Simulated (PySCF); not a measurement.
# C3H8BCl: the cost of one run

Programs: PySCF 2.14.0, with density-fitted response routines of our own. Each step states its level of theory. These are calculated values for one molecule in the gas phase, unless marked as measured. Atoms are numbered from 0 throughout.

**1. Starting geometry**

13 atoms, charge 0, multiplicity 1; geometry from: PBE0-D3(BJ)/def2-SVP.

Bonds of the start (Å): B0–C1 1.56, C1–C2 1.52, C2–C3 1.51, C2–Cl4 1.81, B0–H5 1.21, B0–H6 1.21, C1–H7 1.11, C1–H8 1.11, C2–H9 1.10, C3–H10 1.10, C3–H11 1.10, C3–H12 1.10.

**2. X-ray photoelectron lines: SCAN, X2C**

Job settings and geometry (Å):

```
{"job": {"kind": "xps"}, "charge": 0, "multiplicity": 1}
B      1.680172     0.400306    -0.669075
C      0.685291    -0.706546    -0.213085
C     -0.436028    -0.292185     0.718074
C     -1.476850     0.583669     0.053133
Cl    -1.252683    -1.761834     1.397678
H      2.495727     0.148645    -1.526226
H      1.702903     1.496486    -0.152713
H      0.292883    -1.274534    -1.076186
H      1.349813    -1.439112     0.294311
H     -0.019572     0.221029     1.597451
H     -2.280230     0.847223     0.754734
H     -1.007938     1.515935    -0.301739
H     -1.924260     0.067073    -0.809471
```

Method: delta-SCF UKS SCAN, pcX-2 on the ionised atom, pcseg-1 elsewhere, spin-free X2C.

The run is started by

```bash
> OMP_NUM_THREADS=1 python probes_run.py task.json out
```

One launch serves the whole session: the jobs run in the order shown.

Q: Estimate the wall time and peak memory of this first job on 1 thread of Arm Neoverse V1, shared host.

About 53 s, with a peak of 0.52 GiB.
